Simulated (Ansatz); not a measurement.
# CH₄F₂HfOSe: small, medium and large basis sets

An exercise on one series of results from a longer session: the logs are not shown, and one member is left open.

Program: Ansatz 0.2.0, Gaussian basis. Level of theory: one geometry, several basis sets. These are calculated values, not measurements.

Plan: PBE0-D4/def2-SVP; ωB97M-V/def2-SVP; PBE0-D4/def2-QZVPP; ωB97M-V/def2-QZVPP; the functionals' def2-TZVPP values are taken from earlier runs.

### The geometry

An earlier PBE0-D4 in a triple-zeta def2 set relaxation fixed the geometry. Hf takes the def2 core potential; no spin-orbit term is included.

SMILES `C[Se][Hf]([OH])([F])[F]`, 10 atoms, charge 0, spin multiplicity 1.

Atoms are counted from 1 here; the program's logs count them from 0.

Bond lengths: C1–Se2 1.973 Å, C1–H7 1.088 Å, C1–H8 1.088 Å, C1–H9 1.088 Å, Se2–Hf3 2.575 Å, Hf3–O4 1.903 Å, Hf3–F5 1.902 Å, Hf3–F6 1.907 Å, O4–H10 0.952 Å. Angles: Se2–C1–H7 110.6°, Se2–C1–H8 106.2°, Se2–C1–H9 110.3°, H7–C1–H8 109.4°, H7–C1–H9 110.8°, H8–C1–H9 109.4°, C1–Se2–Hf3 95.5°, Se2–Hf3–O4 107.9°, Se2–Hf3–F5 107.6°, Se2–Hf3–F6 109.1°, O4–Hf3–F5 113.4°, O4–Hf3–F6 108.1°, F5–Hf3–F6 110.6°, Hf3–O4–H10 168.6°.

Coordinates:

```mol
CH4F2HfOSe
  3D, bonds by distance, orders not assigned

 10  9  0  0  0  0  0  0  0  0999 V2000
   -0.1201   -1.4122    1.2703 C   0  0
   -1.4509   -1.0958   -0.1512 Se  0  0
   -0.4482    1.1424   -0.9348 Hf  0  0
    1.4193    0.8880   -1.1989 O   0  0
   -1.3690    1.6634   -2.5150 F   0  0
   -0.6809    2.4449    0.4384 F   0  0
    0.8891   -1.3744    0.8654 H   0  0
   -0.3183   -2.4104    1.6554 H   0  0
   -0.2418   -0.6859    2.0708 H   0  0
    2.3208    0.8401   -1.5003 H   0  0
  1  2  8  0
  2  3  8  0
  3  4  8  0
  3  5  8  0
  3  6  8  0
  1  7  8  0
  1  8  8  0
  1  9  8  0
  4 10  8  0
M  END
```

The first run:

in.yaml reads:

```yaml
crystal:
  periodic: [false, false, false]
  atoms:
    - {symbol: C, position_ang: [-0.120075, -1.412235, 1.270261]}
    - {symbol: Se, position_ang: [-1.450881, -1.095847, -0.151174]}
    - {symbol: Hf, position_ang: [-0.448242, 1.142381, -0.934782]}
    - {symbol: O, position_ang: [1.419277, 0.888017, -1.198946]}
    - {symbol: F, position_ang: [-1.368977, 1.663410, -2.515046]}
    - {symbol: F, position_ang: [-0.680936, 2.444858, 0.438368]}
    - {symbol: H, position_ang: [0.889092, -1.374356, 0.865410]}
    - {symbol: H, position_ang: [-0.318255, -2.410428, 1.655361]}
    - {symbol: H, position_ang: [-0.241779, -0.685932, 2.070847]}
    - {symbol: H, position_ang: [2.320777, 0.840143, -1.500298]}
basis:
  gaussian: {orbitals: def2-SVP}
hamiltonian: {xc: pbe0, dispersion: d4}
output: {orbitals: {seedname: orbitals}}
```

The run is started by

```console
$ ansatz run in.yaml --threads 2 --pin off --events-out ev --progress --plain --max-ram 22528MiB --backend cpu
```

Among the steps run: PBE0-D4 in def2-SVP; ωB97M-V in def2-SVP; PBE0-D4 in def2-QZVPP; ωB97M-V in def2-QZVPP.

One table of the session follows, with a row left open; its other results are not shown here.

| functional | basis | HOMO (eV) |
| --- | --- | --- |
| PBE0-D4 | def2-SVP | -6.72 |
| PBE0-D4 | def2-TZVPP | ? |
| PBE0-D4 | def2-QZVPP | -6.81 |
| ωB97M-V | def2-SVP | -8.80 |
| ωB97M-V | def2-TZVPP | -8.89 |
| ωB97M-V | def2-QZVPP | -8.91 |

Q: Estimate the row for PBE0-D4, def2-TZVPP from the others.

The run gave: HOMO (eV): -6.79. In the column «HOMO (eV)» it lies between PBE0-D4, def2-QZVPP (-6.81) and PBE0-D4, def2-SVP (-6.72).
